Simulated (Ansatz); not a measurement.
# CoO (R-3m): equation of state

Aim: the bulk modulus of CoO (R-3m) from energies at several volumes around the relaxed one, with shape and atoms relaxed at each.

Method: DFT PBE+U (U_eff = 3.3 eV on Co 3d), scalar-relativistic, plane waves, PAW, in Ansatz 0.2.0.

## Step 1: The structure to begin with

It takes space group R-3m (No. 166, trigonal). The conventional cell has a = 3.056 Å, b = 3.056 Å, c = 7.408 Å, α = 90.00°, β = 90.00°, γ = 120.00°. Around Co (site symmetry -3m) lie 6 O at 2.15 Å. O (site symmetry -3m) is surrounded by 6 Co at 2.15 Å.

Structure file:

```
Co O
1.0
    -2.13109   -2.13109    4.29208
    -4.29208   -2.13109    2.13109
    -2.13109   -4.29208    2.13109
Co O
2 2
Direct
  0.00000 0.00000 0.00000
  0.50000 0.50000 0.50000
  0.25000 0.25000 0.25000
  0.75000 0.75000 0.75000
```

This cell comes from an earlier session at PBE+U (U_eff = 3.3 eV on Co 3d): 9.987 Å³/atom at 0.00 GPa, on a 10×10×10 mesh. The large moments point both ways and cancel.

Volume factors to run: 0.980, 1.020, 0.960, 1.040.

## Step 2: Scaling the volume by 0.980

input.yaml

```yaml
crystal:
  lattice:
    - [-2.1167843032, -2.1167843032, 4.2632697144]
    - [-4.2632697144, -2.1167843032, 2.1167843032]
    - [-2.1167843032, -4.2632697144, 2.1167843032]
  atoms:
    - { symbol: Co, position: [0.0, 0.0, 0.0], spin: 2.8 }
    - { symbol: O, position: [1.2499999983, -0.7500000017, -0.7500000017] }
    - { symbol: Co, position: [0.5, 0.5, 0.5], spin: -2.8 }
    - { symbol: O, position: [1.7500000017, -0.2499999983, -0.2499999983] }
basis:
  ecutwfc: 420
  ecutrho_ratio: 4
kpoints:
  mp_grid: { grid: [10, 10, 10] }
hamiltonian:
  xc: pbe
  hubbard:
    sites:
      - { species: Co, l: d, u_eff: 3.3, starting_ns: start.occupation_matrices }
    ns_hold: { iters: 6 }
scf:
  occupations: { method: gaussian, width: 0.05 }
  lower_state_search: "off"
output:
  forces: true
  stress: true
  eigenvalues: true
  populations: true
magnetization:
  spin_polarized: true
relax:
  f_tol: 0.01
  max_steps: 40
  cell: { stress_tol: 0.1, fix: [volume] }
```

start.occupation_matrices holds the open shells' occupation matrices from the neighbouring geometry.

Started as:

```sh
> ansatz run input.yaml --threads 2 --pin off --max-ram 5120MiB --backend cpu --events-out ev --progress --plain --runs-dir out
```

The runs that follow: At 1.020 of the relaxed volume; Volume × 0.960; Volume × 1.040.

Before running it: what results should come out? Wanted: V0; B0; B0′; scatter of the fit.

The runs gave:

| quantity | value |
| --- | --- |
| V0 | 9.987 Å³/atom |
| B0 | 169 GPa |
| B0′ | 4.4 |
| scatter of the fit | 0.003 meV/atom |

The fitted minimum lies at 9.99 Å³/atom, and the bulk modulus is 169 GPa. One per cent of compression takes about 1.7 GPa. The gap on the mesh shrinks from 2.35 to 1.97 eV as the cell expands over this range. These are values at 0 K without zero-point motion. With a Hubbard U or exact exchange the result depends on the state in which the open shell ends, and a lower one can't be excluded.
